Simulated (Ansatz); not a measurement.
# CdH4OSSi: the cost of one run

All numbers below are computed with Ansatz 0.2.0 (RKS PBE-D4/def2-SVP).

## (1) The starting structure

Bond lengths: Si1–O2 1.600 Å, O2–Cd3 1.992 Å, Cd3–S4 2.354 Å, Si1–H5 1.497 Å, Si1–H6 1.462 Å, Si1–H7 1.476 Å, S4–H8 1.333 Å. Angles: Si1–O2–Cd3 124.5°, O2–Si1–H5 109.6°, O2–Si1–H6 106.0°, O2–Si1–H7 111.2°, H5–Si1–H6 110.7°, H5–Si1–H7 107.9°, H6–Si1–H7 111.5°, O2–Cd3–S4 110.1°, Cd3–S4–H8 86.3°.

Coordinates:

```xyz
8

Si   -0.0516    1.3426   -0.2008
O     0.3962    0.3497    0.9706
Cd    1.3919   -1.3530    0.6887
S    -0.1040   -3.0834    0.1337
H    -0.5392    0.5484   -1.3724
H    -1.1291    2.1598    0.3551
H     1.0789    2.1748   -0.6554
H    -1.0431   -2.1390    0.0804
```

## (2) Relaxing end A

The input, input.yaml:

```yaml
crystal:
  periodic: [false, false, false]
  atoms:
    - { symbol: Si, position_ang: [-0.05158, 1.3426, -0.20077] }
    - { symbol: O, position_ang: [0.39622, 0.34972, 0.97064] }
    - { symbol: Cd, position_ang: [1.3919, -1.35297, 0.68874] }
    - { symbol: S, position_ang: [-0.10396, -3.08337, 0.13366] }
    - { symbol: H, position_ang: [-0.53924, 0.54843, -1.37245] }
    - { symbol: H, position_ang: [-1.12912, 2.15983, 0.35512] }
    - { symbol: H, position_ang: [1.07891, 2.17476, -0.65539] }
    - { symbol: H, position_ang: [-1.04311, -2.13899, 0.08044] }
basis:
  gaussian: { orbitals: def2-SVP }
hamiltonian:
  xc: pbe
  dispersion: d4
relax:
  f_tol: 0.015
  max_steps: 40
```

Started as:

```bash
ansatz run input.yaml --threads 2 --pin off --max-ram 3072MiB --backend cpu --events-out ev --progress --plain --runs-dir out
```

Q: Estimate wall time and peak memory on 2 threads of Arm Neoverse V2, shared host.

About 74 s, with a peak of 0.15 GiB.
